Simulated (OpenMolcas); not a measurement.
# C2H4FGa (SMILES C=[CH][GaH][F]): a chain of runs

Wanted: a single-point energy (HF/ANO-RCC-MB), then a single-point energy (CASSCF(2,2)/ANO-RCC-VDZP), then the energy along one coordinate (CASPT2(2,2)/ANO-RCC-VDZP), then the energy along one coordinate (SC-NEVPT2(2,2)/ANO-RCC-VDZP), then an energy scan (MC-PDFT[tPBE](2,2)/ANO-RCC-VDZP) of C2H4FGa. 

The calculation is run with OpenMolcas 26.06.

## Step 1: The structure to begin with

C2H4FGa has 8 atoms, charge 0, and is taken as a singlet. As SMILES, `C=[CH][GaH][F]`. The shape is that of a PBE0-D4/def2-TZVP optimisation. This is one conformer, not always the lowest.

Bond lengths: C1–C2 1.332 Å, C2–Ga3 1.936 Å, Ga3–F4 1.763 Å, C1–H5 1.088 Å, C1–H6 1.088 Å, C2–H7 1.087 Å, Ga3–H8 1.557 Å. Angles: C1–C2–Ga3 120.9°, C2–Ga3–F4 115.4°, C1–C2–H7 118.8°, Ga3–C2–H7 120.3°, C2–C1–H5 122.2°, C2–C1–H6 122.3°, C2–Ga3–H8 129.9°, F4–Ga3–H8 114.7°, H5–C1–H6 115.5°.

## Step 2: A single-point energy at HF/ANO-RCC-MB (DKH2) (run 1)

The input, struct.xyz:

```xyz
8

C     -0.837100     1.175400     0.060900
C      0.342600     0.569500    -0.065000
Ga     0.481700    -1.360200    -0.007600
F      2.110500    -2.006100    -0.199600
H     -1.762100     0.620500     0.200100
H     -0.941100     2.257800     0.031600
H      1.232300     1.179600    -0.202300
H     -0.626900    -2.436700     0.182000
```

The input, step1.input:

```
* C2H4FGa Hartree-Fock

&gateway
 coord=struct.xyz
 basis=ANO-RCC-MB
 group=NoSym

&seward

&scf
 prorbitals=0

&localisation
 occupied
 freeze
 pipek-mezey

&localisation
 fileorb=$Project.LocOrb
 virtual
 pipek-mezey
```

The run is started by

```console
$ export MOLCAS_MEM=1860
$ pymolcas step1.input > step1.log
```

Log:

```text
--- Start Module: gateway ---
[...]
--- Stop Module: gateway /rc=_RC_ALL_IS_WELL_ ---
[...]
      Basis functions           37
[...]
       Convergence after  10 Iterations
[...]
::    Total SCF energy                              -2119.6347708448
[...]
      Total spin, S                                     0.0000000000
[...]
      Total electronic charge=   56.000000
      Total            charge=   -0.000000
[...]
      Dipole Moment (debye):
      Origin of the operator (angstrom)=    0.5627   -0.9425   -0.0358
                   X= -2.1346E+00               Y=  1.3481E+00               Z=  2.3231E-01           Total=  2.5353E+00
      Quadrupole Moment (debye*angstrom):
[...]
--- Start Module: localisation ---
[...]
--- Stop Module: localisation /rc=_RC_ALL_IS_WELL_ ---
--- Start Module: localisation ---
[...]
--- Stop Module: localisation /rc=_RC_ALL_IS_WELL_ ---
[...]
```

It took 4.2 s on 1 thread of Intel Xeon 6975P-C (Granite Rapids), shared host; peak memory 0.41 GiB.

## Step 3: A single-point energy at CASSCF(2,2)/ANO-RCC-VDZP (DKH2, RICD fitting) (run 2)

struct.xyz is that of step 2.

The input, step2.input:

```
* C2H4FGa CASSCF

&GATEWAY
 Coord=struct.xyz
 Basis=ANO-RCC-MB
 Group=NoSym

&SEWARD

&RASSCF
 FileOrb=$CurrDir/step1.LocOrb
 Alter=2
 1 27 28
 1 29 31
 Spin=1
 Nactel=2 0 0
 Inactive=27
 Ras2=2
 OrbListing=Nothing
>>> COPY $Project.RunFile RUNFIL1
>>> COPY $Project.RasOrb INPORB

&GATEWAY
 Coord=struct.xyz
 Basis=ANO-RCC-VDZP
 Group=NoSym
 RICD

&SEWARD
>>> COPY $Project.RunFile RUNFIL2

&EXPBAS

&RASSCF
 FileOrb=$Project.ExpOrb
 Spin=1
 Nactel=2 0 0
 Inactive=27
 Ras2=2
 OrbListing=Nothing
```

The run is started by

```console
$ export MOLCAS_MEM=1860
$ pymolcas step2.input > step2.log
```

Log:

```text
--- Start Module: gateway ---
[...]
      Basis functions           37
[...]
      Number of active orbitals                  2
[...]
      Spin quantum number                      0.0
[...]
      Active orbitals                            2
[...]
      Number of CSFs                             3
[...]
      Number of root(s) required                 1
[...]
      Convergence after 12 iterations
[...]
      printout of CI-coefficients larger than  0.05 for root  1
      energy=   -2119.646561
      conf/sym  11     Coeff  Weight
             1  20   0.99443 0.98888
             3  02  -0.10544 0.01112
      Natural orbitals and occupation numbers for root  1
      sym 1:   1.977767   0.022233
      ************************************************************************************************************************
      *                                                    Final results                                                     *
[...]
::    RASSCF root number  1 Total energy:  -2119.64656106
[...]
      Basis functions           89
[...]
      Convergence after 12 iterations
[...]
      Natural orbitals and occupation numbers for root  1
      sym 1:   1.980181   0.019819
      ************************************************************************************************************************
      *                                                    Final results                                                     *
[...]
::    RASSCF root number  1 Total energy:  -2119.85242105
[...]
      Total electronic charge=   56.000000
      Total            charge=   -0.000000
[...]
      Dipole Moment (debye):
      Origin of the operator (angstrom)=    0.5627   -0.9425   -0.0358
                   X= -3.0677E+00               Y=  2.1114E+00               Z=  3.2538E-01           Total=  3.7383E+00
      Quadrupole Moment (debye*angstrom):
[...]
```

Run time: 10 s. Hardware: 1 thread of Intel Xeon 6975P-C (Granite Rapids), shared host; peak memory 0.41 GiB.

## Step 4: An energy scan at CASPT2(2,2)/ANO-RCC-VDZP (DKH2, RICD fitting, ipea shift 0.25 Eh, pt2 variant SS) (run 3)

The input, step3.input:

```
* C2H4FGa CASPT2
>>> COPY $CurrDir/step2.RasOrb $Project.RasOrb
>>> ForEach K in (1, 2, 3, 4, 5, 6, 7, 8, 9)

&GATEWAY
 Coord
 $CurrDir/point$K.xyz
 Basis
 ANO-RCC-VDZP
 Group
 NoSym
 RICD

&SEWARD

&RASSCF
 FileOrb
 $Project.RasOrb
 Spin
 1
 Nactel
 2 0 0
 Inactive
 27
 Ras2
 2
 OrbListing
 Nothing

&CASPT2
 Imaginary
 0.2
 Frozen
 12
>>> EndDo
```

The run is started by

```console
$ export MOLCAS_MEM=1860
$ pymolcas step3.input > step3.log
```

Log:

```text
[...]
      Basis functions           89
[...]
      Number of active orbitals                  2
[...]
      Spin quantum number                      0.0
[...]
      Active orbitals                            2
[...]
      Number of CSFs                             3
[...]
      Number of root(s) required                 1
[...]
      Convergence after 10 iterations
[...]
      printout of CI-coefficients larger than  0.05 for root  1
      energy=   -2119.833306
      conf/sym  11     Coeff  Weight
             1  20   0.99672 0.99345
             3  02  -0.08094 0.00655
      Natural orbitals and occupation numbers for root  1
      sym 1:   1.986897   0.013103
      ************************************************************************************************************************
      *                                                    Final results                                                     *
[...]
::    RASSCF root number  1 Total energy:  -2119.83330607
[...]
::    CASPT2 Root  1     Total energy:  -2120.57102499
[...]
      Convergence after 11 iterations
[...]
      Natural orbitals and occupation numbers for root  1
      sym 1:   1.980162   0.019838
      ************************************************************************************************************************
      *                                                    Final results                                                     *
[...]
      Convergence after 10 iterations
[...]
      Convergence after 12 iterations
[...]
      Convergence after 10 iterations
[...]
::    RASSCF root number  1 Total energy:  -2119.72687009
[...]
::    CASPT2 Root  1     Total energy:  -2120.44007089
[...]
      Convergence after  6 iterations
[...]
::    RASSCF root number  1 Total energy:  -2119.72592487
[...]
      Reference weight:           0.83119
[...]
::    CASPT2 Root  1     Total energy:  -2120.43857541
[...]
```

It took 60 s on 1 thread of Intel Xeon 6975P-C (Granite Rapids), shared host; peak memory 0.24 GiB.

The scan, from its lowest point:

```
Ga3–C2 (Å)  energy (kJ/mol)
     1.742             36.9
     1.936              0.0
     2.129             26.6
     2.419            106.9
     2.807            216.4
     3.290            310.3
     3.871            362.1
     4.645            380.8
     5.807            384.7
```

## Step 5: An energy scan at SC-NEVPT2(2,2)/ANO-RCC-VDZP (DKH2, RICD fitting, pt2 variant SC-NEVPT2) (run 4)

The input, step4.inp:

```
>>> COPY $CurrDir/step2.RasOrb $Project.RasOrb
>>> ForEach K in (1, 2, 3, 4, 5, 6, 7, 8, 9)
&gateway
coord = $CurrDir/point$K.xyz
basis = ANO-RCC-VDZP
group = NoSym
ricd
&seward
&rasscf
fileorb = $Project.RasOrb
spin = 1
nactel = 2 0 0
inactive = 27
ras2 = 2
orblisting = Nothing
&caspt2
sc-nevpt2
frozen = 12
>>> EndDo
```

The run is started by

```console
$ export MOLCAS_MEM=1860
$ pymolcas step4.inp > step4.log
```

Log:

```text
--- Start Module: gateway ---
[...]
      Basis functions           89
[...]
      Number of active orbitals                  2
[...]
      Spin quantum number                      0.0
[...]
      Active orbitals                            2
[...]
      Number of CSFs                             3
[...]
      Number of root(s) required                 1
[...]
      Convergence after 10 iterations
[...]
      printout of CI-coefficients larger than  0.05 for root  1
      energy=   -2119.833306
      conf/sym  11     Coeff  Weight
             1  20   0.99672 0.99345
             3  02  -0.08094 0.00655
      Natural orbitals and occupation numbers for root  1
      sym 1:   1.986897   0.013103
      ************************************************************************************************************************
      *                                                    Final results                                                     *
[...]
::    RASSCF root number  1 Total energy:  -2119.83330607
[...]
::    SC-NEVPT2 Root  1     Total energy:  -2120.56641249
[...]
      Convergence after 11 iterations
[...]
      Natural orbitals and occupation numbers for root  1
      sym 1:   1.980162   0.019838
      ************************************************************************************************************************
      *                                                    Final results                                                     *
[...]
      Convergence after 10 iterations
[...]
      Convergence after 12 iterations
[...]
      Convergence after 10 iterations
[...]
::    RASSCF root number  1 Total energy:  -2119.72687009
[...]
::    SC-NEVPT2 Root  1     Total energy:  -2120.43690918
[...]
      Convergence after  6 iterations
[...]
::    RASSCF root number  1 Total energy:  -2119.72592487
[...]
::    SC-NEVPT2 Root  1     Total energy:  -2120.43539931
[...]
```

Run time: 57 s. Hardware: 1 thread of Intel Xeon 6975P-C (Granite Rapids), shared host; peak memory 0.24 GiB.

The scan, from its lowest point:

```
Ga3–C2 (Å)  energy (kJ/mol)
     1.742             40.3
     1.936              0.0
     2.129             24.0
     2.419            102.3
     2.807            212.7
     3.290            309.6
     3.871            362.3
     4.645            380.3
     5.807            384.3
```

## Step 6: An energy scan at MC-PDFT[tPBE](2,2)/ANO-RCC-VDZP (DKH2, RICD fitting) (run 5)

The input, step5.input:

```
>>> COPY $CurrDir/step2.RasOrb $Project.RasOrb
>>> ForEach K in (1, 2, 3, 4, 5, 6, 7, 8, 9)

&GATEWAY
  Coord=$CurrDir/point$K.xyz
  Basis=ANO-RCC-VDZP
  Group=NoSym
  RICD

&SEWARD

&RASSCF
  FileOrb=$Project.RasOrb
  Spin=1
  Nactel=2 0 0
  Inactive=27
  Ras2=2
  OrbListing=Nothing

&MCPDFT
  KSDFT=T:PBE
>>> EndDo
```

The run is started by

```console
$ export MOLCAS_MEM=1860
$ pymolcas step5.input > step5.log
```

Log:

```text
--- Start Module: gateway ---
[...]
      Basis functions           89
[...]
      Number of active orbitals                  2
[...]
      Spin quantum number                      0.0
[...]
      Active orbitals                            2
[...]
      Number of CSFs                             3
[...]
      Number of root(s) required                 1
[...]
      Convergence after 10 iterations
[...]
      printout of CI-coefficients larger than  0.05 for root  1
      energy=   -2119.833306
      conf/sym  11     Coeff  Weight
             1  20   0.99672 0.99345
             3  02  -0.08094 0.00655
      Natural orbitals and occupation numbers for root  1
      sym 1:   1.986897   0.013103
      ************************************************************************************************************************
      *                                                    Final results                                                     *
[...]
::    RASSCF root number  1 Total energy:  -2119.83330607
[...]
::    MCPDFT root number  1 Total energy:  -2121.94191116
[...]
      Convergence after 11 iterations
[...]
      Natural orbitals and occupation numbers for root  1
      sym 1:   1.980162   0.019838
      ************************************************************************************************************************
      *                                                    Final results                                                     *
[...]
      Convergence after 10 iterations
[...]
      Convergence after 12 iterations
[...]
      Convergence after 10 iterations
[...]
::    RASSCF root number  1 Total energy:  -2119.72687009
[...]
::    MCPDFT root number  1 Total energy:  -2121.81053721
[...]
      Convergence after  6 iterations
[...]
::    RASSCF root number  1 Total energy:  -2119.72592487
[...]
::    MCPDFT root number  1 Total energy:  -2121.80951132
[...]
```

It took 61 s on 1 thread of Intel Xeon 6975P-C (Granite Rapids), shared host; peak memory 0.24 GiB.

The scan, from its lowest point:

```
Ga3–C2 (Å)  energy (kJ/mol)
     1.742             37.5
     1.936              0.0
     2.129             23.3
     2.419             98.4
     2.807            205.8
     3.290            305.3
     3.871            363.3
     4.645            382.4
     5.807            385.1
```

## Step 7: Outcome

| quantity | value |
| --- | --- |
| run 1, HF/ANO-RCC-MB: total energy | -2119.63477 Eh |
| run 1, HF/ANO-RCC-MB: dipole moment | 2.54 D |
| run 1, HF/ANO-RCC-MB: HOMO energy | -12.06 eV |
| run 1, HF/ANO-RCC-MB: LUMO energy | 1.06 eV |
| run 1, HF/ANO-RCC-MB: HOMO–LUMO gap | 13.13 eV |
| run 2, CASSCF(2,2)/ANO-RCC-VDZP: total energy | -2119.85242 Eh |
| run 2, CASSCF(2,2)/ANO-RCC-VDZP: dipole moment (CASSCF density) | 3.74 D |
| run 3, CASPT2(2,2)/ANO-RCC-VDZP: lowest energy of the scan | -2120.58509 Eh |
| run 4, SC-NEVPT2(2,2)/ANO-RCC-VDZP: lowest energy of the scan | -2120.58176 Eh |
| run 5, MC-PDFT[tPBE](2,2)/ANO-RCC-VDZP: lowest energy of the scan | -2121.95620 Eh |

**Reading.** Mulliken charges (run 1, HF/ANO-RCC-MB) run from -0.60 on F4 to +1.02 on Ga3.
